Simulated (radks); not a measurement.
# Taking charge from the 5s level of Sr in fractions

One table from this session's results is given with a row withheld; the runs are named, their logs left out.

The numbers are computed with radks (a radial shooting solver on a logarithmic mesh, Libxc functionals) version 1 (scalar-relativistic Kohn-Sham, PBEsol, spin-polarised, spherical densities, finite nucleus), except any that are marked as measured or tabulated.

## Starting point

```
element            : strontium (Z = 38)
charge             : 0
electrons          : 38
configuration      : [Kr] 5s(up 1, down 1)
nuclear rms radius : 4.224 fm
```

A shell typed twice in an input gives spin up, then spin down.

Set-up of the first run:

Input:

```text
Z 38
configuration [Kr] 5s1 5s1
relativity scalar-relativistic
functional pbe_sol,pbe_sol
spin polarised
nucleus finite rms 4.224 fm
c 137.035999084
```

Among the steps run: Start: [Kr] 5s(up 1, down 1).

One of the session's tables, all rows but one given; the rest of the session is left out.

It belongs to the step «Start: [Kr] 5s(up 1, down 1)». Radial moments (bohr):

| level | <r> | outermost maximum (interpolated) | 90 % within | nodes |
| --- | --- | --- | --- | --- |
| 2s | 0.1726 | 0.145 | 0.267 | 1 |
| 2p | 0.1504 | 0.116 | 0.245 | 0 |
| 3s | 0.4925 | 0.436 | 0.731 | 2 |
| 3p | 0.4988 | 0.431 | 0.758 | 1 |
| 3d | 0.4984 | 0.376 | 0.808 | 0 |
| 4s | 1.357 | 1.19 | 1.99 | 3 |
| 4p | ? | ? | ? | ? |
| 5s | 4.315 | 3.69 | 6.39 | 4 |

Q: Estimate the row for 4p from the others.

The run gave: <r>: 1.568; outermost maximum (interpolated): 1.33; 90 % within: 2.35; nodes: 2. In the column «<r>» it lies between 4s (1.357) and 5s (4.315).
